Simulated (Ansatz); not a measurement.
**GaO4: one candidate of a structure search**

Where does this trial cell of GaO4 go when cell and atoms are let free?

Method: DFT PBE, scalar-relativistic, plane waves, PAW, in Ansatz 0.2.0.

2 further runs of the same task are left out: 1 that didn't finish, 1 set aside as unsound or not needed. Runs told in other sessions of the task aren't counted.

### 1 The system as given

It takes space group Pm-3m (No. 221, cubic). Conventional cell: a = 3.971 Å, b = 3.971 Å, c = 3.971 Å, α = 90.00°, β = 90.00°, γ = 90.00°. Around Ga (site symmetry m-3m) lie 6 O at 1.99 Å. O (site symmetry m-3m) has 12 O at 2.81 Å in its first shell of neighbours. O (site symmetry 4/mmm) has 2 Ga at 1.99 Å in its first shell of neighbours.

Structure file:

```cif
data_structure
_symmetry_space_group_name_H-M 'Pm-3m'
_symmetry_Int_Tables_number 221
_cell_length_a 3.9713
_cell_length_b 3.9713
_cell_length_c 3.9713
_cell_angle_alpha 90.000
_cell_angle_beta 90.000
_cell_angle_gamma 90.000
_cell_volume 62.63
loop_
_atom_site_label
_atom_site_type_symbol
_atom_site_symmetry_multiplicity
_atom_site_Wyckoff_symbol
_atom_site_fract_x
_atom_site_fract_y
_atom_site_fract_z
_atom_site_occupancy
Ga1 Ga 1 a 0.00000 0.00000 0.00000 1
O1 O 1 b 0.50000 0.50000 0.50000 1
O2 O 3 d 0.50000 0.00000 0.00000 1
```

Recipe of the guess: random cell by space group and Wyckoff sites (Pm-3m, No. 221). The dimensions are guesses.

### 2 Probe: one point on a coarse mesh

Contents of input.yaml:

```yaml
crystal:
  lattice:
    - [3.97129032, 0.0, 0.0]
    - [0.0, 3.97129032, 0.0]
    - [0.0, 0.0, 3.97129032]
  atoms:
    - { symbol: Ga, position: [0.0, 0.0, 0.0] }
    - { symbol: O, position: [0.5, 0.5, 0.5] }
    - { symbol: O, position: [0.5, 0.0, 0.0] }
    - { symbol: O, position: [0.0, 0.5, 0.0] }
    - { symbol: O, position: [0.0, 0.0, 0.5] }
basis:
  ecutwfc: 420
kpoints:
  mp_grid: { grid: [4, 4, 4] }
hamiltonian:
  xc: pbe
scf:
  occupations: { method: gaussian, width: 0.1 }
  lower_state_search: "off"
output:
  forces: true
  stress: true
  eigenvalues: true
```

Run with:

```bash
> ansatz run input.yaml --threads 1 --pin off --max-ram 2560MiB --backend cpu --events-out ev --progress --plain --runs-dir out
```

The session goes on with these runs: spin check on a coarse mesh; coarse relaxation; final relaxation.

Before running it: what results should come out? Wanted: conventional cell; volume; energy over the elements; gap on the mesh; total moment.

**Answer**, as computed:

| quantity | value |
| --- | --- |
| symmetry at the end (tolerance 0.05 Å) | space group Pm-3m (No. 221) |
| conventional cell | a = 3.901 Å, b = 3.901 Å, c = 3.901 Å, α = 90.00°, β = 90.00°, γ = 90.00° |
| volume | 11.87 Å³/atom |
| energy over the elements (uncorrected; H, N, O, F and Cl as molecules) | +0.36 eV/atom |
| gap on the mesh | none (metal) |
| total moment | 5.00 μB/cell |

**Reading.** The space group Pm-3m (No. 221) is kept, and the volume per atom shrinks by 5.2 % from the first guess. With a positive formation energy it can't be a ground state. No finished test with a distortion of lower symmetry is shown, so the end may be a saddle point. An odd count of electrons in a cell without spin polarisation forces a partly filled band, so those cells are metals by count; spin or a larger cell could change that. Other magnetic orders were not searched.
